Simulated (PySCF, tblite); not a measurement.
# BH₉NSi₃ radical, a small gas-phase stand-in for a defect centre (Si site with back bonds [SiH3], N, [BH][SiH3]): EPR parameters

Aim: the EPR parameters of `N[Si]([SiH3])B[SiH3]`. It is drawn as: dangling bond.

Computed with tblite 0.8.0 and PySCF 2.14.0; each step states its level. No surroundings beyond the atoms listed, unless a continuum is named. Atoms count from 0, parts from 1.

## 1. Starting point

14 atoms, charge 0, multiplicity 2; geometry: distance geometry start.

## 2. Relaxing the cluster with GFN2-xTB

The job: settings as JSON, then the geometry in Å.

```
{"job": {"kind": "relax", "xc": "GFN2-xTB", "basis": "xTB"}, "charge": 0, "multiplicity": 2}
Si    -0.812114     0.223395    -0.579798
Si    -2.168115    -1.336953     0.237086
N     -0.741544     1.670101     0.385378
B      0.973538    -0.522382    -0.856252
Si     2.456536     0.302712     0.083241
H     -3.481898    -1.324499    -0.417490
H     -2.271118    -1.320274     1.699649
H     -1.607530    -2.671959    -0.107908
H     -0.323695     2.435475    -0.224052
H     -1.639967     1.985090     0.779487
H      1.207876    -0.974951    -1.949980
H      2.406087    -0.164293     1.474359
H      3.750998    -0.090879    -0.545014
H      2.260401     1.735712     0.001792
```

Method: GFN2-xTB geometry optimisation, gas phase.

On the command line:

```
$ OMP_NUM_THREADS=1 python cluster_run.py task.json out
```

One launch serves the whole session: the jobs run in the order shown.

**Question.** The jobs that follow are: PBE0-D3(BJ)/def2-SVP geometry optimisation, gas phase; UKS B3LYP, IGLO-III on B N Si, pcH-1 on H, non-relativistic, mean-field spin-orbit, GIAO; UKS BHandHLYP, IGLO-III on B N Si, pcH-1 on H, non-relativistic, mean-field spin-orbit, GIAO. Predict: point group; rotational constants (main isotopes); g(iso) (B3LYP); ⟨S²⟩; largest a(iso) (averaged by class).

As calculated:

```
                            quantity                     value
                         point group                        Cs
rotational constants (main isotopes)      5.44, 0.93, 0.81 GHz
                      g(iso) (B3LYP)                   2.00262
                                ⟨S²⟩        0.753 (exact 0.75)
  largest a(iso) (averaged by class)  1H on H11, H12, 30.0 MHz
```

**Reading.** The start of the PBE0/def2-SVP relaxation was shaken at random by about 0.01 Å, so part of the energy gained, and of the first lengths quoted, undoes that. The optimisation took 11 steps and gained 0.281 eV; among the close pairs (by a distance rule), B3–Si4 changed most, from 1.926 to 2.000 Å (PBE0/def2-SVP). No frequency check was run at this level, so the end point may be a saddle. The largest spin populations lie on Si0 (0.49 e), B3 (0.44 e). The isotropic g lies 0.3 ppt above the free-electron value. The coupling of 1H on H11 runs from 26.8 (BHandHLYP/IGLO-III+pcH-1) to 30.0 MHz (B3LYP/IGLO-III+pcH-1). A capped cluster stands for the solid here, so long-range fields and strain are missing, and bands or shifts of the capping hydrogens have no counterpart in it.
